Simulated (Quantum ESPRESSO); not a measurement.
Input of a Quantum ESPRESSO 7.5 run:

File pw.in:

```
&CONTROL
  calculation = 'scf'
  prefix = 'pwscf'
  outdir = './tmp'
  pseudo_dir = './pseudo'
  tprnfor = .true.
  tstress = .true.
  disk_io = 'nowf'
  forc_conv_thr = 0.0001
/
&SYSTEM
  ibrav = 0
  nat = 1
  ntyp = 1
  ecutwfc = 56
  ecutrho = 450
  nbnd = 11
  occupations = 'smearing'
  smearing = 'mp'
  degauss = 0.01469973
/
&ELECTRONS
  conv_thr = 2d-10
  electron_maxstep = 120
  mixing_beta = 0.5
/
ATOMIC_SPECIES
Au   196.9666 au_pbesol_v1.uspp.F.UPF
CELL_PARAMETERS angstrom
   0.0000000000    2.0412810000    2.0412810000
   2.0616938100    0.0000000000    2.0412810000
   2.0616938100    2.0412810000    0.0000000000
ATOMIC_POSITIONS crystal
Au     0.0000000000    0.0000000000    0.0000000000
K_POINTS automatic
32 32 32 0 0 0
```

Potentials or basis: GBRV 1.5 PBEsol.

Command:

```bash
$ OMP_NUM_THREADS=1 mpirun -n 4 pw.x -nk 4 -in pw.in > pw.out
```

**Question.** Predict the pressure.

**Answer.** -2.1 GPa.

**Question.** Predict the band gap on the k mesh.

**Answer.** None (metal or under the smearing width).

Stress tensor (GPa, compression positive):
```
-2.35  0.00  0.00
 0.00 -1.96  0.00
 0.00  0.00 -1.96
```

The run has no spin-orbit coupling, so splittings on Au are missing.
